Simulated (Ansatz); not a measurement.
# SiSe (P-6m2) in Ansatz: a series of runs

Runs on SiSe. Level: r2SCAN0. Tasks: single point, equation of state.

All numbers are computed with Ansatz 0.2.0; they aren't measurements. Logs are shortened: lines on timing, memory, paths and dates and some standing lists are left out, and cuts for length are marked.

### 1 The crystal as given

Symmetry: P-6m2, No. 187, hexagonal system. Conventional cell: a = 3.595 Å, b = 3.595 Å, c = 3.599 Å, α = 90.00°, β = 90.00°, γ = 120.00°. Si (site symmetry -6m2) has 6 Se at 2.75 Å as nearest neighbours. Around Se (site symmetry -6m2) lie 6 Si at 2.75 Å.

The cell was built by a generator and needn't be a form met in nature.

### 2 Single point, r2SCAN0, 18.93 Å³/atom (volume scaled by 0.94)

File input.yaml:

```yaml
crystal:
  lattice:
    - [3.5218079781, 0.0, 0.0]
    - [-1.760903989, 3.0499707371, 0.0]
    - [0.0, 0.0, 3.525265917]
  atoms:
    - { symbol: Si, position: [0.66667, 0.33333, 0.5] }
    - { symbol: Se, position: [0.0, 0.0, 0.0] }
hamiltonian:
  xc: r2scan0
  pseudopotentials: { kind: paw }
kpoints:
  mp_grid: { grid: [5, 5, 4] }
scf:
  occupations: { method: fermi_dirac, width: 0.05 }
output:
  forces: true
  stress: true
  eigenvalues: true
```

Potentials or basis: Ansatz PAW.

On the command line:

```sh
$ ansatz run input.yaml --threads 2 --pin off --max-ram 5632MiB --backend cpu --events-out ev --progress --plain --runs-dir out
```

Standard output:

```text
Warning: the atoms were moved onto the symmetric positions of the space group found under crystal.symmetry.tolerance 1.0e-5 (fractional; no operation is sought that the atoms, as they stand in a round, miss by more than twice it, and no atom is moved by as much as it), and the run uses the moved positions. Before a round's move an operation carried an atom to 1.76e-5 Å from where it should land, the largest such distance. Atom 0 (counting from 0) moved farthest, by 2.03e-5 Å; the longest move in fractions of the cell, of whichever atom, is 0.47 of the tolerance, in 1 round. To run the atoms as typed, lower crystal.symmetry.tolerance until the operations that they miss are no longer found, or set crystal.symmetry.detect: false (a key that needs symmetry detection or time reversal refuses this as the deck is read). The positions used, in the order of the run's atom list: position: [0.6666666666666667, 0.3333333333333333, 0.5]; position: [5.5510939473021013e-17, -1.8503646491007004e-17, 0.0]; The lattice was moved too: crystal.lattice, of which some number shows no typed digit to judge by, misses the space group found at crystal.symmetry.tolerance 1.0e-5 by more than rounding, which is why this is a warning: the operation that it misses by the most changes a squared length by the fraction 2.52e-6, and from 1e-6 on that is taken for a strain and not for rounding. The run uses the lattice that is a stretch of the typed one, with no rotation, onto the one that keeps every operation to a double's rounding (on a very oblique basis the stretch itself rounds by more); the deck's lattice vector that moved farthest moved by 2.56e-6 Å. To run the lattice as typed, set crystal.symmetry.detect: false, as for the atoms. crystal.lattice made exact, in Å and degrees: [[3.521805415136099, -2.886748962080126e-11, 0.0], [-1.7609027075430495, 3.0499729567078964, 0.0], [0.0, 0.0, 3.525265917]]. Pasted over the deck's crystal.lattice, beside positions in fractional coordinates, it runs the same cell (given as lengths and angles, that cell in the form's own orientation, a rigid turn of the misfit's size from the one run here, for which a checkpoint.post_process_only pass over this run's state can be refused: where this run relaxes nothing, give such a pass this deck's own crystal.lattice, as typed; behind a relaxation, as crystal.lattice, the state's own cell, identity.cell in its checkpoint.json), and a matrix so pasted ends this notice, except on a very skew basis of the lattice, where the rounding of the pasted numbers themselves can read as a misfit: the cell is then moved again, and that move is told again. The lattice as run is in this notice's lattice.as_run_ang field (Run.prep()["deck_notices"] in Python, the deck_notice line of an events file, deck_notices of ansatz run --dry-run=json, or deck_notices in record.json in the deck's checkpoint.write directory).
[... 2 lines left out ...]
Warning: RAYON_NUM_THREADS=2 ignored (pool sized by the plan → 2); use --threads N
Engine: ansatz 0.2.0, x86_64-unknown-linux-gnu
Pseudopotentials: kind: paw
Pseudopotential: Si, paw, valence charge 4, recommended cutoff 500 eV (meta_gga), Si.paw.azcp
Pseudopotential: Se, paw, valence charge 16, recommended cutoff 500 eV (meta_gga), Se.paw.azcp
Functional definition: r2SCAN0
  parameter a = 0.25
  parameter k0 = 0.174
  parameter k1 = 0.065
  parameter a1 = 4.9479
  exchange = (1 - a)*r2scan_x(k0 = k0, k1 = k1, a1 = a1) + a*exact_x
  correlation = r2scan_c
Crystal: 2 atoms, lattice volume = 37.866 Å³
Basis set: ecut = 500 eV, 925 PW (Γ), exchange–correlation on 108×108×108 points (64 copies of the dense FFT grid, shifted against one another)
Bands: 14, of which v1, the nominal top of the filled ones, is band 10 counted from 1 (9 counted from 0)
Symmetry: 12 space group operations
Space group: P-6m2 (ITA 187), of the structure as read, at distance tolerance 3.4e-5 Å
k-points: 15 of 100 (time reversal used)
Non-local potential: Si, projectors of the file, l = 0: 2, l = 1: 2, l = 2: 2
Non-local potential: Se, projectors of the file, l = 0: 2, l = 1: 2, l = 2: 3, l = 3: 1
PAW form: soft (Blöchl's): semilocal exchange-correlation on the pseudo side does not see the compensation charge
PAW frozen core: Si, regenerated for the run's functional, and the local potential with it (the file was generated under x = pbe(κ = 0.804, μ = 0.2195149727645171), c = pbe(β = 0.06672455060314922))
PAW frozen core: Se, regenerated for the run's functional, and the local potential with it (the file was generated under x = pbe(κ = 0.804, μ = 0.2195149727645171), c = pbe(β = 0.06672455060314922))
PAW one-centre angular grid: Si, 302 points (default); XC on 160 Gauss nodes
PAW one-centre angular grid: Se, 590 points (default); XC on 160 Gauss nodes
Initial density: superposition of atomic densities (neutral atoms: chi_scale 0, normalization atom), corrected by the library's trained network
Initial wavefunctions: pseudopotential atomic-orbital guess
Functional: x = r2scan, c = r2scan; τ floored in thin density (d = 2e-4 eV/Å³), warm-up for x = 0.75 r2scan + 0.25 exact, c = r2scan; τ floored in thin density (d = 2e-4 eV/Å³)
SCF iter   1: F=—  HF=-6116.527289 eV  |F-HF|=—  |Δ(HF+E_count)|=         —  Δρ=5.88e-3  dr2=1.78e-2  dr2_τ=2.81e-3  ethr=1.77e-3  ⟨swp⟩=6.6  Hψ=858  notcnv=0
preconditioner: auto → none  [insulator: Δε(μ)=0.890 eV  Ē_g=11.233 eV  σ=0.050 eV  W_gap=0.56  n_scr=8 (ndim 8)  ℏωp=19.1 eV  f_vac=0.000  D(μ)=1.71/eV (n_scr^D=20)]
SCF iter   2: F=—  HF=-6116.552650 eV  |F-HF|=—  |Δ(HF+E_count)|=   2.54e-2  Δρ=2.68e-3  dr2=1.84e-3  dr2_τ=1.51e-4  ethr=8.92e-5  ⟨swp⟩=3.5  Hψ=557  notcnv=0  defer=3
SCF iter   3: F=—  HF=-6116.553407 eV  |F-HF|=—  |Δ(HF+E_count)|=   7.57e-4  Δρ=1.33e-3  dr2=4.04e-4  dr2_τ=6.88e-6  ethr=9.19e-6  ⟨swp⟩=2.7  Hψ=393  notcnv=0  defer=1
iter 4 solved again at ethr=1.42e-8 eV; its pass at ethr=2.02e-6 eV (dr2=2.84e-6 eV) is discarded
SCF iter   4: F=—  HF=-6116.553744 eV  |F-HF|=—  |Δ(HF+E_count)|=   3.38e-4  Δρ=9.01e-5  dr2=2.90e-6  dr2_τ=1.39e-7  ethr=1.42e-8  ⟨swp⟩=4.5  Hψ=1006  notcnv=0
SCF iter   5: F=—  HF=-6116.553744 eV  |F-HF|=—  |Δ(HF+E_count)|=   5.78e-7  Δρ=2.92e-5  dr2=1.41e-7  dr2_τ=3.33e-9  ethr=1.42e-8  ⟨swp⟩=3.0  Hψ=514  notcnv=0
SCF iter   6: F=—  HF=-6116.553744 eV  |F-HF|=—  |Δ(HF+E_count)|=   2.46e-7  Δρ=7.90e-6  dr2=9.14e-9  dr2_τ=1.92e-10  ethr=7.04e-10  ⟨swp⟩=3.0  Hψ=433  notcnv=0
SCF iter   7: F=-6116.553744 eV  HF=-6116.553744 eV  |F-HF|=3.27e-11  |Δ(HF+E_count)|=   2.09e-8  Δρ=4.91e-7  dr2=7.88e-11  dr2_τ=1.26e-12  ethr=4.57e-11  ⟨swp⟩=3.2  Hψ=449  notcnv=0
SCF 1 converged in 7 iterations: F = -6116.553744 eV  dr2 = 7.88e-11
[... 2 lines left out ...]
Functional: x = 0.75 r2scan + 0.25 exact, c = r2scan; τ floored in thin density (d = 2e-4 eV/Å³)
Frozen-core exchange: fock
[... 11 lines left out ...]
SCF 2 converged in 9 iterations: F = -6115.490802 eV  dr2 = 5.29e-8
hybrid outer 1: dexx = +9.786e-3 eV, tail = 1.47e-2 eV
Frozen-core exchange: fock
[... 4 lines left out ...]
SCF 3 stopped early in 3 iterations: F = -6115.496277 eV  dr2 = 2.10e-6
hybrid outer 2: dexx = +7.512e-4 eV, tail = 2.49e-4 eV, Δε = 1.79e-1 eV (about 2.53e-2 eV left of the loop's levels)
Frozen-core exchange: fock
[... 12 lines left out ...]
SCF 4 converged in 10 iterations: F = -6115.496272 eV  dr2 = 8.84e-13
  Residual-converged pass: ⟨swp⟩=4.1  Hψ=648  notcnv=0  max |occ|·‖R‖ = 9.2e-9 eV (tolerance 1.0e-8 eV)  dr2=9.45e-13  dr2_τ=2.07e-14  dr2_onsite=3.09e-13  max |Δocc| = 4.6e-16
hybrid outer 3: dexx = +8.181e-8 eV, tail = 4.85e-8 eV, Δε = 1.33e-3 eV (about 1.11e-4 eV left of the loop's levels)
hybrid SCF converged: 3 outer / 22 inner (+7 warm-up), last move |dexx| = 8.18e-8 eV, tail = 4.85e-8 eV
Stability not checked: this state was not tested for a lower state beside it, because the functional holds exact exchange (a hybrid, or Hartree-Fock), whose exchange loop this test does not read (fock_operator; see scf.lower_state_search)
Free energy (F): -6115.496272 eV
Frozen-core exchange: fock
Harris-Foulkes:  -6115.496272 eV  (|F-HF|=0.00e0)
Internal energy: -6115.488085 eV  (E = F + TS)
E sigma→0 (E₀):  -6115.492178 eV
Entropy (-TS):   -0.008187 eV (-4.093 meV/atom)
Fermi energy:    10.478772 eV
--- Per-component energies (eV) ---
  E_band       = -413.274808
  E_kinetic    = 156.709301
  E_local      = -2490.833735  (includes V_loc(G=0)·N_el)
  E_nonlocal   = -569.785980
  E_hartree    = 1244.721199
  E_xc         = -116.427240
  E_vxc        = -118.985159  (∫ρ·V_xc dr)
  E_exx        = -81.605323  (= α·E_x^exact, valence–valence)
  E_paw        = -2393.503031  (= ΣΔE_a)
  E_vpaw       = 278.854986  (= ΣTr[D̂ρ^β])
  E_aug_tail   = -0.000215  (compensation charges beyond the density's cutoff)
  E_vtau       = 4.534250  (kinetic-family band-sum trace: ∫τ·v_τ [+ j·A + Jᵃ·Aᵃ] dr)
  E_ewald      = -1862.406525
  E_core_change = -2.356537  (= ΣΔE_core)
  E_smearing   = -0.008187  (= −TS)
  E_closure    = 0.000000  (closes the sum)
  Σ components = -6115.496272   (vs F -6115.496272, Δ=-9.09e-13)
--- Forces (eV/Å), atoms counted from 1 ---
  atom   1  Si    -0.00000000     0.00000000     0.00000000
  atom   2  Se    -0.00000000     0.00000000     0.00000000
  max |Σ_I F_I| component: 8.33e-17 eV/Å
--- Stress (GPa, compression-positive) ---
        2.648227      -0.000000       0.000000
       -0.000000       2.648227       0.000000
        0.000000       0.000000       1.153526
  P = ⅓ Tr σ = 2.1500 GPa (21.500 kbar)
--- Band table (eV; the first three rows and the last of 15) ---
  k-point 0: bands = ["-43.5915", "-43.5887", "-43.5887", "-43.5653", "-43.5653", "-8.4765", "4.6834", "4.9116", "7.1992", "7.1992", "13.9148", "13.9148", "14.4026", "18.8865"]
  k-point 1: bands = ["-43.5906", "-43.5888", "-43.5888", "-43.5654", "-43.5654", "-7.8644", "0.0160", "7.7473", "7.7473", "9.3188", "14.1179", "14.1179", "16.0760", "17.8185"]
  k-point 2: bands = ["-43.5899", "-43.5890", "-43.5890", "-43.5654", "-43.5654", "-6.9238", "-2.4158", "8.5033", "8.5033", "12.8247", "13.2834", "13.7579", "13.7579", "18.6839"]
  k-point 14: bands = ["-43.5896", "-43.5893", "-43.5890", "-43.5649", "-43.5639", "-5.2187", "1.3568", "2.2635", "3.0562", "5.2870", "8.1363", "16.2626", "17.2100", "22.0104"]
```

Wall time 19 s (2 threads of Intel Xeon at 2.70GHz, shared host); peak memory 0.91 GiB.

Results:

```
Free energy            : -6115.4963 eV
Pressure               : 2.1 GPa
Band gap on the k mesh : none (metal or under the smearing width)
```

Caveat: the k mesh is coarse (spacing up to 0.45 Å⁻¹), so the values aren't converged, least of all with exact exchange; the PAW data sets come from PBE, with cores solved anew for the run's functional, which leaves a small shift of forces and pressure; the thresholds are loose for stress.

### 3 Single point, r2SCAN0, 19.34 Å³/atom (volume scaled by 0.96)

Changes to input.yaml since step 2:

```diff
@@ -2,5 +2,5 @@
   lattice:
-    - [3.5218079781, 0.0, 0.0]
-    - [-1.760903989, 3.0499707371, 0.0]
-    - [0.0, 0.0, 3.525265917]
+    - [3.5466102599, 0.0, 0.0]
+    - [-1.7733051299, 3.0714501119, 0.0]
+    - [0.0, 0.0, 3.5500925513]
   atoms:
@@ -19 +19,5 @@
   eigenvalues: true
+  write_density: true
+  write_potential: true
+  elf: true
+  volumetric_format: npy
```

Potentials or basis: Ansatz PAW.

On the command line:

```sh
$ ansatz run input.yaml --threads 2 --pin off --max-ram 5632MiB --backend cpu --events-out ev --progress --plain --runs-dir out
```

Run time: 16 s. Hardware: 2 threads of Intel Xeon at 2.70GHz, shared host; peak memory 0.91 GiB.

It converged, with:

```
Free energy            : -6115.5053 eV
Pressure               : 0.5 GPa
Band gap on the k mesh : none (metal or under the smearing width)
```

Caveat: the k mesh is coarse (spacing up to 0.44 Å⁻¹), so the values aren't converged, least of all with exact exchange; the PAW data sets come from PBE, with cores solved anew for the run's functional, which leaves a small shift of forces and pressure; the thresholds are loose for stress.

### 4 Single point, r2SCAN0, 19.74 Å³/atom (volume scaled by 0.98)

File input.yaml:

```yaml
crystal:
  lattice:
    - [3.5710704139, 0.0, 0.0]
    - [-1.785535207, 3.0926331959, 0.0]
    - [0.0, 0.0, 3.5745767219]
  atoms:
    - { symbol: Si, position: [0.66667, 0.33333, 0.5] }
    - { symbol: Se, position: [0.0, 0.0, 0.0] }
hamiltonian:
  xc: r2scan0
  pseudopotentials: { kind: paw }
kpoints:
  mp_grid: { grid: [5, 5, 4] }
scf:
  occupations: { method: fermi_dirac, width: 0.05 }
output:
  forces: true
  stress: true
  eigenvalues: true
```

On the command line:

```sh
$ ansatz run input.yaml --threads 2 --pin off --max-ram 5632MiB --backend cpu --events-out ev --progress --plain --runs-dir out
```

Run time: 19 s. Hardware: 2 threads of Intel Xeon at 2.70GHz, shared host; peak memory 0.92 GiB.

It converged, with:

| Quantity | Value |
| --- | --- |
| Free energy | -6115.5038 eV |
| Pressure | -1.1 GPa |
| Band gap on the k mesh | none (metal or under the smearing width) |

Caveat: the k mesh is coarse (spacing up to 0.44 Å⁻¹), so the values aren't converged, least of all with exact exchange; the PAW data sets come from PBE, with cores solved anew for the run's functional, which leaves a small shift of forces and pressure; the thresholds are loose for stress.

### 5 Single point, r2SCAN0, 20.14 Å³/atom

Changes to input.yaml since step 4:

```diff
@@ -2,5 +2,5 @@
   lattice:
-    - [3.5710704139, 0.0, 0.0]
-    - [-1.785535207, 3.0926331959, 0.0]
-    - [0.0, 0.0, 3.5745767219]
+    - [3.5952, 0.0, 0.0]
+    - [-1.7976, 3.11353, 0.0]
+    - [0.0, 0.0, 3.59873]
   atoms:
```

On the command line:

```sh
$ ansatz run input.yaml --threads 2 --pin off --max-ram 5632MiB --backend cpu --events-out ev --progress --plain --runs-dir out
```

It took 21 s on 2 threads of Intel Xeon at 2.70GHz, shared host; peak memory 0.93 GiB.

Results (log left out):

* Free energy: -6115.4947 eV
* Pressure: -2.5 GPa
* Band gap on the k mesh: none (metal or under the smearing width)

Caveat: the k mesh is coarse (spacing up to 0.44 Å⁻¹), so the values aren't converged, least of all with exact exchange; the PAW data sets come from PBE, with cores solved anew for the run's functional, which leaves a small shift of forces and pressure; the thresholds are loose for stress.

### 6 Single point, r2SCAN0, 20.54 Å³/atom (volume scaled by 1.02)

Changes to input.yaml since step 5:

```diff
@@ -2,5 +2,5 @@
   lattice:
-    - [3.5952, 0.0, 0.0]
-    - [-1.7976, 3.11353, 0.0]
-    - [0.0, 0.0, 3.59873]
+    - [3.6190099654, 0.0, 0.0]
+    - [-1.8095049827, 3.1341500049, 0.0]
+    - [0.0, 0.0, 3.6225633436]
   atoms:
```

Potentials or basis: Ansatz PAW.

On the command line:

```sh
$ ansatz run input.yaml --threads 2 --pin off --max-ram 5632MiB --backend cpu --events-out ev --progress --plain --runs-dir out
```

It took 21 s on 2 threads of Intel Xeon at 2.70GHz, shared host; peak memory 1 GiB.

It converged, with:

```
Free energy            : -6115.4787 eV
Pressure               : -3.8 GPa
Band gap on the k mesh : none (metal or under the smearing width)
```

Caveat: the k mesh is coarse (spacing up to 0.43 Å⁻¹), so the values aren't converged, least of all with exact exchange; the PAW data sets come from PBE, with cores solved anew for the run's functional, which leaves a small shift of forces and pressure; the thresholds are loose for stress.

### 7 Single point, r2SCAN0, 20.95 Å³/atom (volume scaled by 1.04)

Changes to input.yaml since step 6:

```diff
@@ -2,5 +2,5 @@
   lattice:
-    - [3.6190099654, 0.0, 0.0]
-    - [-1.8095049827, 3.1341500049, 0.0]
-    - [0.0, 0.0, 3.6225633436]
+    - [3.6425106886, 0.0, 0.0]
+    - [-1.8212553443, 3.1545021986, 0.0]
+    - [0.0, 0.0, 3.6460871413]
   atoms:
```

On the command line:

```sh
$ ansatz run input.yaml --threads 2 --pin off --max-ram 5632MiB --backend cpu --events-out ev --progress --plain --runs-dir out
```

It took 21 s on 2 threads of Intel Xeon at 2.70GHz, shared host; peak memory 1.1 GiB.

It converged, with:

* Free energy: -6115.4565 eV
* Pressure: -5.0 GPa
* Band gap on the k mesh: none (metal or under the smearing width)

Caveat: the k mesh is coarse (spacing up to 0.43 Å⁻¹), so the values aren't converged, least of all with exact exchange; the PAW data sets come from PBE, with cores solved anew for the run's functional, which leaves a small shift of forces and pressure; the thresholds are loose for stress.

### 8 Single point, r2SCAN0, 21.35 Å³/atom (volume scaled by 1.06)

Changes to input.yaml since step 7:

```diff
@@ -2,5 +2,5 @@
   lattice:
-    - [3.6425106886, 0.0, 0.0]
-    - [-1.8212553443, 3.1545021986, 0.0]
-    - [0.0, 0.0, 3.6460871413]
+    - [3.6657120192, 0.0, 0.0]
+    - [-1.8328560096, 3.174595111, 0.0]
+    - [0.0, 0.0, 3.6693112524]
   atoms:
```

On the command line:

```sh
$ ansatz run input.yaml --threads 2 --pin off --max-ram 5632MiB --backend cpu --events-out ev --progress --plain --runs-dir out
```

Run time: 22 s. Hardware: 2 threads of Intel Xeon at 2.70GHz, shared host; peak memory 1.1 GiB.

It converged, with:

```yaml
Free_energy: -6115.4288 eV
Pressure: -6.0 GPa
Band_gap_on_the_k_mesh: none (metal or under the smearing width)
```

Caveat: the k mesh is coarse (spacing up to 0.43 Å⁻¹), so the values aren't converged, least of all with exact exchange; the PAW data sets come from PBE, with cores solved anew for the run's functional, which leaves a small shift of forces and pressure; the thresholds are loose for stress.

### 9 Equation of state, r2SCAN0

Potentials or basis: Ansatz PAW.

No new run: the results of the series are fitted here.

Results:

```yaml
Equilibrium_volume: 19.49 Å³/atom
Bulk_modulus_at_fixed_shape_and_positions: 86 GPa
Pressure_derivative_of_the_bulk_modulus: "6.2 (rough: it moves with the points fitted)"
```

Energy against volume, from the lowest point:
```
volume (Å³/atom)  energy (meV/atom)
          18.933               4.50
          19.336               0.00
          19.739               0.74
          20.142               5.30
          20.544              13.30
          20.947              24.38
          21.350              38.24
```

Caveat: the k mesh is coarse (spacing up to 0.44 Å⁻¹), so the values aren't converged, least of all with exact exchange; the cell was scaled at fixed shape and fractional positions, which overstates the stiffness of a crystal with free parameters, most of all of layers and chains; the PAW data sets were made with another functional, which shifts forces and pressure a little.
